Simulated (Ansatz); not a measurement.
# C2H3BClFO: basis-set convergence

How large a basis does C2H3BClFO need? Two functionals are run in growing sets.

Computed with Ansatz 0.2.0, Gaussian basis. Level: one geometry, several basis sets.

Plan: PBE0-D4/def2-SVP; ωB97M-V/def2-SVP; PBE0-D4/def2-QZVPP; ωB97M-V/def2-QZVPP; the functionals' def2-TZVPP values are taken from earlier runs.

## Step 1: Structure used throughout

An earlier PBE0-D4 in a triple-zeta def2 set relaxation fixed the geometry.

SMILES `C=COB(F)Cl`, 9 atoms, charge 0, spin multiplicity 1.

Atoms are counted from 1 here; the program's logs count them from 0.

Bond lengths: C1–C2 1.320 Å, C1–H7 1.081 Å, C1–H8 1.082 Å, C2–O3 1.371 Å, C2–H9 1.084 Å, O3–B4 1.346 Å, B4–F5 1.320 Å, B4–Cl6 1.750 Å. Angles: C2–C1–H7 118.9°, C2–C1–H8 122.8°, H7–C1–H8 118.3°, C1–C2–O3 125.8°, C1–C2–H9 123.1°, O3–C2–H9 111.0°, C2–O3–B4 126.4°, O3–B4–F5 122.8°, O3–B4–Cl6 118.4°, F5–B4–Cl6 118.7°.

## Step 2: PBE0-D4 in def2-SVP

Input file in.yaml:

```yaml
crystal:
  periodic: [false, false, false]
  atoms:
    - {symbol: C, position_ang: [0.537952, -1.402719, -0.012783]}
    - {symbol: C, position_ang: [0.172586, -0.478131, 0.855858]}
    - {symbol: O, position_ang: [-0.610501, 0.614063, 0.583185]}
    - {symbol: B, position_ang: [-0.534388, 1.399481, -0.506650]}
    - {symbol: F, position_ang: [0.379011, 1.234489, -1.445431]}
    - {symbol: Cl, position_ang: [-1.683192, 2.708640, -0.672100]}
    - {symbol: H, position_ang: [1.131686, -2.238036, 0.332297]}
    - {symbol: H, position_ang: [0.268888, -1.362267, -1.060018]}
    - {symbol: H, position_ang: [0.426359, -0.521819, 1.908442]}
basis:
  gaussian: {orbitals: def2-SVP}
hamiltonian: {xc: pbe0, dispersion: d4}
output: {orbitals: {seedname: orbitals}}
```

Run with:

```
$ ansatz run in.yaml --threads 4 --pin off --events-out ev --progress --plain --max-ram 10444MiB
```

The runs that follow: ωB97M-V in def2-SVP; PBE0-D4 in def2-QZVPP; ωB97M-V in def2-QZVPP.

Before running them: what should the planned runs give, taken together? Wanted: PBE0-D4: double and triple zeta above quadruple; ωB97M-V: double and triple zeta above quadruple.

**Answer**, as computed:

```
                                       quantity           value
PBE0-D4: double and triple zeta above quadruple  13.79, 0.77 eV
ωB97M-V: double and triple zeta above quadruple  13.93, 0.73 eV
```

In words: PBE0-D4 gains 13.02 eV from double to triple zeta, then 0.77 eV more. These are total energies; as a rule much of such shifts cancels in differences, which this series doesn't test.
